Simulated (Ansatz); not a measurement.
**NaLaMnMoO6: band structure with PBE**

NaLaMnMoO6:

```
Na La Mn Mo O
1.0
     5.55735    0.00000    0.00053
     0.00000    5.59794    0.00000
    -0.06290    0.00000    8.02462
Na La Mn Mo O
2 2 2 2 12
Cartesian
  4.1371 2.8870 4.0066
  1.3574 0.0880 4.0185
  1.3662 5.3682 8.0197
  4.1282 2.5692 0.0054
  1.3603 2.7297 2.0550
  4.1342 5.5286 5.9702
  4.1820 5.5792 2.1743
  1.3124 2.7803 5.8509
  3.7112 5.4765 3.9373
  0.1716 4.5353 2.2249
  5.1703 1.6184 2.2495
  2.6448 1.1737 1.5989
  3.0125 4.1180 1.6116
  4.6099 0.1018 0.0319
  1.7833 2.6775 4.0878
  5.3228 1.7363 5.8002
  0.3241 4.4173 5.7757
  2.8496 3.9726 6.4262
  2.4819 1.3190 6.4136
  0.8845 2.9007 7.9933
```

The cell was built by a generator and needn't be a form met in nature.

* Program: Ansatz 0.2.0
* Task: band structure
* Functional: PBE
* Potentials or basis: Ansatz PAW
* Cutoff: 420 eV (not typed: the program's choice for these potentials)
* k mesh: 5 × 5 × 4
* Occupations: fermi-dirac, width 0.05 eV
* Spin: collinear spin, ferromagnetic start
* Starting moments: [0.0, 0.0, 0.0, 0.0, 4.0, 4.0, 1.0, 1.0, 0.0, 0.0, 0.0, 0.0, 0.0, 0.0, 0.0, 0.0, 0.0, 0.0, 0.0, 0.0] μB
* Path: [["G", "Y", "H", "C", "E", "M1", "A", "X", "H1"], ["M", "D", "Z"], ["Y", "D"]]
* Points for each segment of the path: 10

- Pressure: 0.0 GPa
- Largest force: 0.019 eV/Å
- Band gap on the k mesh: 0.12 eV, indirect (least direct gap 0.16 eV)
- Band gap along the path: 0.12 eV, indirect (least direct gap 0.16 eV)
- Net moment: 9.97 μB per cell
- Absolute moment: 10.04 μB per cell
- Site moments: Na +0.00; La +0.01; Mn +3.79; Mo +0.19; O +0.02, +0.04, +0.03, +0.06 μB

Forces in eV/Å, atoms in the order of the input:
```
Na   0.001  0.001  0.000
Na  -0.001  0.001  0.000
La   0.005  0.002  0.000
La  -0.005  0.002  0.000
Mn   0.001  0.006 -0.001
Mn  -0.001  0.006  0.001
Mo  -0.014  0.013  0.001
Mo   0.014  0.013 -0.001
O    0.004 -0.004  0.004
O    0.006 -0.008 -0.001
O    0.006 -0.001 -0.002
O   -0.001  0.000  0.001
O    0.000 -0.007 -0.001
O    0.001 -0.002 -0.006
O   -0.004 -0.004 -0.004
O   -0.006 -0.008  0.001
O   -0.006 -0.001  0.002
O    0.001  0.000 -0.001
O    0.000 -0.007  0.001
O   -0.001 -0.002  0.006
```

Levels at the corners of the path, in eV from the valence-band top:
Spin up:
| point | band 87 | band 88 | band 89 | band 90 | band 91 | band 92 | band 93 | band 94 |
| --- | --- | --- | --- | --- | --- | --- | --- | --- |
| Γ | -1.08 | -1.07 | -0.89 | -0.44 | 0.55 | 0.79 | 0.80 | 0.85 |
| Y | -1.10 | -1.04 | -0.44 | -0.04 | 0.63 | 0.67 | 0.76 | 0.80 |
| H | -0.57 | -0.56 | -0.33 | -0.03 | 0.45 | 0.52 | 0.64 | 0.98 |
| C | -0.57 | -0.56 | -0.33 | -0.03 | 0.45 | 0.52 | 0.64 | 0.98 |
| E | -0.70 | -0.70 | -0.40 | -0.40 | 0.66 | 0.66 | 0.76 | 0.76 |
| M1 | -0.70 | -0.70 | -0.40 | -0.40 | 0.66 | 0.66 | 0.76 | 0.76 |
| A | -0.95 | -0.95 | -0.46 | -0.46 | 0.66 | 0.66 | 0.73 | 0.73 |
| X | -0.72 | -0.56 | -0.49 | -0.42 | 0.42 | 0.61 | 0.63 | 1.01 |
| H1 | -0.57 | -0.56 | -0.33 | -0.03 | 0.45 | 0.52 | 0.64 | 0.98 |
| M | -0.70 | -0.70 | -0.40 | -0.40 | 0.66 | 0.66 | 0.76 | 0.76 |
| D | -0.52 | -0.52 | -0.21 | -0.21 | 0.55 | 0.55 | 0.74 | 0.74 |
| Z | -0.67 | -0.67 | -0.37 | -0.37 | 0.56 | 0.56 | 0.74 | 0.74 |
| Y | -1.10 | -1.04 | -0.44 | -0.04 | 0.63 | 0.67 | 0.76 | 0.80 |
| D | -0.52 | -0.52 | -0.21 | -0.21 | 0.55 | 0.55 | 0.74 | 0.74 |
Spin down:
| point | band 77 | band 78 | band 79 | band 80 | band 81 | band 82 | band 83 | band 84 |
| --- | --- | --- | --- | --- | --- | --- | --- | --- |
| Γ | -2.70 | -2.52 | -2.51 | -2.49 | 0.12 | 0.22 | 0.30 | 0.33 |
| Y | -2.68 | -2.53 | -2.49 | -2.46 | 0.13 | 0.24 | 0.58 | 0.58 |
| H | -2.83 | -2.69 | -2.53 | -2.31 | 0.56 | 0.60 | 0.65 | 0.70 |
| C | -2.83 | -2.69 | -2.53 | -2.31 | 0.56 | 0.60 | 0.65 | 0.70 |
| E | -2.82 | -2.82 | -2.54 | -2.54 | 0.55 | 0.55 | 0.86 | 0.86 |
| M1 | -2.82 | -2.82 | -2.54 | -2.54 | 0.55 | 0.55 | 0.86 | 0.86 |
| A | -2.83 | -2.83 | -2.47 | -2.47 | 0.27 | 0.27 | 0.89 | 0.89 |
| X | -2.89 | -2.71 | -2.53 | -2.34 | 0.45 | 0.47 | 0.67 | 0.74 |
| H1 | -2.83 | -2.69 | -2.53 | -2.31 | 0.56 | 0.60 | 0.65 | 0.70 |
| M | -2.82 | -2.82 | -2.54 | -2.54 | 0.55 | 0.55 | 0.86 | 0.86 |
| D | -2.82 | -2.82 | -2.54 | -2.54 | 0.67 | 0.67 | 0.75 | 0.75 |
| Z | -2.89 | -2.89 | -2.54 | -2.54 | 0.55 | 0.55 | 0.77 | 0.77 |
| Y | -2.68 | -2.53 | -2.49 | -2.46 | 0.13 | 0.24 | 0.58 | 0.58 |
| D | -2.82 | -2.82 | -2.54 | -2.54 | 0.67 | 0.67 | 0.75 | 0.75 |

It took 29 s on 1 × NVIDIA H100 80GB HBM3 with 2 threads of AMD EPYC 7R13 Processor (Zen 3), with other jobs on the host, peak memory 1.3 GiB.

Caveat: the magnetic or orbital state may not be the lowest; the pressure holds a Pulay correction of +0.6 GPa for the finite cutoff; spin-orbit coupling is left out, which moves the levels of the heavy elements; only a ferromagnetic start was run, and an antiferromagnetic order may lie lower in energy. Expect the measured gap to be larger: semilocal functionals such as PBE lack the derivative discontinuity.
